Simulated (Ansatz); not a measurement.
# Co3F: the cost of one run

Program: Ansatz 0.2.0. Level of theory: DFT PBE, scalar-relativistic, plane waves, PAW. These are calculated values, not measurements.

### Step 1. Starting point

Symmetry: Pm-3m, No. 221, cubic system. Conventional cell: a = 3.414 Å, b = 3.414 Å, c = 3.414 Å, α = 90.00°, β = 90.00°, γ = 90.00°. Co (site symmetry 4/mmm) is surrounded by 8 Co at 2.41 Å and 4 F at 2.41 Å. Around F (site symmetry m-3m) lie 12 Co at 2.41 Å.

Coordinates:

```
CELL_PARAMETERS angstrom
3.41366 0.00000 0.00000
0.00000 3.41366 0.00000
0.00000 0.00000 3.41366
ATOMIC_POSITIONS crystal
Co 0.00000 0.50000 0.50000
Co 0.50000 0.00000 0.50000
Co 0.50000 0.50000 0.00000
F 0.00000 0.00000 0.00000
```

(A quick probe on a coarse mesh, which set the mesh and smearing, is not shown.)

### Step 3. A loose first relaxation

The input, input.yaml:

```yaml
crystal:
  lattice:
    - [3.4136635825, 0.0, 0.0]
    - [0.0, 3.4136635825, 0.0]
    - [0.0, 0.0, 3.4136635825]
  atoms:
    - { symbol: Co, position: [0.0, 0.5, 0.5], spin: 2.22 }
    - { symbol: Co, position: [0.5, 0.0, 0.5], spin: 2.22 }
    - { symbol: Co, position: [0.5, 0.5, 0.0], spin: 2.22 }
    - { symbol: F, position: [0.0, 0.0, 0.0], spin: 0.19 }
basis:
  ecutwfc: 420
kpoints:
  mp_grid: { grid: [6, 6, 6] }
hamiltonian:
  xc: pbe
scf:
  occupations: { method: gaussian, width: 0.1 }
  lower_state_search: "off"
output:
  forces: true
  stress: true
  eigenvalues: true
  populations: true
magnetization:
  spin_polarized: true
relax:
  adjacent_minimum: "off"
  f_tol: 0.04
  max_steps: 70
  cell: { stress_tol: 0.4 }
```

Launch:

```bash
$ ansatz run input.yaml --threads 1 --pin off --max-ram 2560MiB --backend cpu --events-out ev --progress --plain --runs-dir out
```

**Question.** How long does this run take on 1 thread of Intel Xeon 6975P-C (Granite Rapids), shared host, and how much memory does it need?

About 19 s, with a peak of 0.39 GiB.
